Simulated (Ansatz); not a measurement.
**AlGa₂H (triplet): wave-function methods side by side at distance Al2–H4 = 1.989 Å, cc-pVDZ**

Aim: climb from Hartree-Fock through coupled cluster and multireference methods for AlGa₂H (triplet) at one geometry and basis, and see what each rung misses.

Computed with Ansatz 0.2.0, Gaussian basis. Level: cc-pVDZ, core rule «outside noble gas», up to 33 orbitals frozen.

Plan: UHF; CCSD(T) on ROHF; CCSD(T) on UHF; BCCD(T) on ROHF; CISD; CCSDT(Q) on ROHF; CCSDT(Q) on UHF; CASSCF and MRCISD+Q, 4 electrons in 4 orbitals; CASSCF and NEVPT2, 4 electrons in 4 orbitals.

35 further runs of the same task are left out: 4 for a mislabelled method, 3 for a known fault of the program, 20 that didn't finish, 8 set aside as unsound or not needed.

### 1 The system

The geometry derives from a PBE0/def2-TZVP stationary point (not a proven minimum). One bond is set to the value named and the two fragments are kept rigid. No spin-orbit coupling is included. The filled d shell of Ga may be among the frozen orbitals whatever the setting's name suggests; the logs give the count.

4 atoms, charge 0, spin multiplicity 3.

Atoms are counted from 1 here; the program's logs count them from 0.

Bond lengths: Ga1–Al2 2.555 Å, Al2–Ga3 2.555 Å. Angles: Ga1–Al2–Ga3 72.4°.

Coordinates:

```
Ga   -0.0050    0.3357    1.5090
Al   -0.0232   -1.7257    0.0000
Ga   -0.0050    0.3357   -1.5090
H     1.3108   -0.2504    0.0000
```

### 2 UHF

Input file in.yaml:

```yaml
crystal:
  periodic: [false, false, false]
  atoms:
    - {symbol: Ga, position_ang: [-0.004981, 0.335712, 1.508986]}
    - {symbol: Al, position_ang: [-0.023227, -1.725673, 0.000000]}
    - {symbol: Ga, position_ang: [-0.004981, 0.335712, -1.508986]}
    - {symbol: H, position_ang: [1.310818, -0.250395, 0.000000]}
basis:
  gaussian: {orbitals: cc-pVDZ}
magnetization: {spin_polarized: true, initial_magnetization: 2}
hamiltonian: {xc: hf}
output: {orbitals: {seedname: orbitals}}
```

Launch:

```bash
ansatz run in.yaml --threads 1 --pin off --events-out ev --progress --plain --max-ram 2393MiB
```

After this run come: CCSD(T) on ROHF; CCSD(T) on UHF; BCCD(T) on ROHF; CISD; CCSDT(Q) on ROHF; CCSDT(Q) on UHF; CASSCF and MRCISD+Q, 4 electrons in 4 orbitals; CASSCF and NEVPT2, 4 electrons in 4 orbitals.

Q: Predict the results of all the runs planned. Wanted: UCCSDT(Q) below the RHF energy; RMP2 from UCCSDT(Q); UMP2 from UCCSDT(Q); RCCSD from UCCSDT(Q); RCCSD(T) from UCCSDT(Q); UCCSD(T) from UCCSDT(Q); RCCSDT(Q) from UCCSDT(Q); MRCISD+Q pair from UCCSDT(Q); T1 diagnostic.

The runs gave:

| quantity | value |
| --- | --- |
| UCCSDT(Q) below the RHF energy | -5.8630 eV |
| RMP2 from UCCSDT(Q) | +1304.5 meV |
| UMP2 from UCCSDT(Q) | +1410.4 meV |
| RCCSD from UCCSDT(Q) | +392.0 meV |
| RCCSD(T) from UCCSDT(Q) | +82.8 meV |
| UCCSD(T) from UCCSDT(Q) | +81.6 meV |
| RCCSDT(Q) from UCCSDT(Q) | +6.8 meV |
| MRCISD+Q pair from UCCSDT(Q) | +147.4 meV |
| levels within 1 kcal/mol (43 meV) | RCCSDT, UCCSDT, RCCSDT(Q) |
| T1 diagnostic | 0.035 |

In words: RCCSD(T) lands +82.8 meV from the yardstick (1.4 % of the correlation energy). These misses are within one basis, not against nature; the frozen cores of restricted and unrestricted runs differ, which can shift their rows.
